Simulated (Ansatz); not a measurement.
# C3H7BO2: the cost of one run

The runs use Ansatz 0.2.0, Gaussian basis; functionals in def2-TZVPP, the program's frozen cores in correlated methods.

The runs, in order: PBE-D4, r2SCAN-D4, PBE0-D4, B3LYP-D4, ωB97X-V, ωB97M-V, B2PLYP; CCSD(T)/def2-TZVPP; MP2/def2-QZVPP; extrapolation to the limit.

## 1. The relaxed structure

All runs share one geometry, relaxed beforehand with PBE0-D4 in a triple-zeta def2 set.

SMILES `CCBC(=O)O`, 13 atoms, charge 0, spin multiplicity 1.

Atoms are counted from 1 here; the program's logs count them from 0.

Bond lengths: C1–C2 1.522 Å, C1–H7 1.092 Å, C1–H8 1.092 Å, C1–H9 1.093 Å, C2–B3 1.551 Å, C2–H10 1.098 Å, C2–H11 1.104 Å, B3–C4 1.574 Å, B3–H12 1.196 Å, C4–O5 1.209 Å, C4–O6 1.339 Å, O6–H13 0.971 Å. Angles: C2–C1–H7 111.8°, C2–C1–H8 111.0°, C2–C1–H9 111.2°, H7–C1–H8 107.7°, H7–C1–H9 107.6°, H8–C1–H9 107.3°, C1–C2–B3 118.3°, C1–C2–H10 111.5°, C1–C2–H11 110.8°, B3–C2–H10 108.4°, B3–C2–H11 103.6°, H10–C2–H11 102.7°, C2–B3–C4 121.8°, C2–B3–H12 121.1°, C4–B3–H12 117.0°, B3–C4–O5 118.2°, B3–C4–O6 119.0°, O5–C4–O6 122.7° and more.

## 2. PBE-D4 (GGA)

in.yaml

```yaml
crystal:
  periodic: [false, false, false]
  atoms:
    - {symbol: C, position_ang: [-0.660744, -1.453618, -0.185807]}
    - {symbol: C, position_ang: [0.750450, -0.973502, 0.122462]}
    - {symbol: B, position_ang: [1.029603, 0.551761, 0.103542]}
    - {symbol: C, position_ang: [-0.113788, 1.599693, -0.162826]}
    - {symbol: O, position_ang: [-0.356105, 1.903558, -1.307676]}
    - {symbol: O, position_ang: [-0.784321, 2.108912, 0.878782]}
    - {symbol: H, position_ang: [-0.745299, -2.539699, -0.108550]}
    - {symbol: H, position_ang: [-0.959190, -1.167782, -1.196772]}
    - {symbol: H, position_ang: [-1.387120, -1.015925, 0.503500]}
    - {symbol: H, position_ang: [1.493727, -1.470119, -0.515271]}
    - {symbol: H, position_ang: [1.056671, -1.281853, 1.137516]}
    - {symbol: H, position_ang: [2.140361, 0.978305, 0.225405]}
    - {symbol: H, position_ang: [-1.443746, 2.725367, 0.520496]}
basis:
  gaussian: {orbitals: def2-TZVPP}
hamiltonian: {xc: pbe, dispersion: d4}
output: {forces: true, orbitals: {seedname: orbitals}}
```

Launch:

```sh
$ ansatz run in.yaml --threads 4 --pin off --events-out ev --progress --plain --max-ram 10444MiB
```

What time and memory should one allow on 4 threads of Arm Neoverse V1, shared host?

About 3.1 s, with a peak of 0.37 GiB.
